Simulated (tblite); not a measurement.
# C4H5BCl2O: the cost of one run

Computed with tblite 0.8.0 and PySCF 2.14.0, with density-fitted response routines of our own, on a single molecule in the gas phase. Atoms count from 0, in the outputs and in this text.

### 1 The molecule as given

13 atoms, charge 0, multiplicity 1; geometry from: force field or distance geometry start.

Bonds of the start (Å): O0–C1 1.23, C1–C2 1.48, C2–C3 1.52, C3–C4 1.34, C4–B5 1.59, B5–Cl6 1.85, B5–Cl7 1.84, C1–H8 1.09, C2–H9 1.11, C2–H10 1.11, C3–H11 1.08, C4–H12 1.09.

### 2 Geometry optimisation with GFN2-xTB

Job settings and geometry (Å):

```
{"job": {"kind": "relax", "xc": "GFN2-xTB", "basis": "xTB"}, "charge": 0, "multiplicity": 1}
O      2.628800    -0.606900     1.310000
C      2.172600    -0.856300     0.192600
C      0.723800    -0.710300    -0.082100
C      0.305400     0.750400    -0.059600
C     -0.946900     1.191700    -0.247400
B     -2.247600     0.341100    -0.574600
Cl    -2.269900    -1.492100    -0.784500
Cl    -3.831100     1.247600    -0.778000
H      2.854300    -1.214500    -0.573400
H      0.507100    -1.120700    -1.091700
H      0.138800    -1.282200     0.672000
H      1.067500     1.485100     0.156100
H     -1.107400     2.267600    -0.185800
```

Command:

```console
> OMP_NUM_THREADS=1 python probes_run.py task.json out
```

This one command runs all jobs of the session in turn.

Q: Estimate the wall time of this first job on 1 thread of Arm Neoverse N1, shared host.

About 1.1 s.
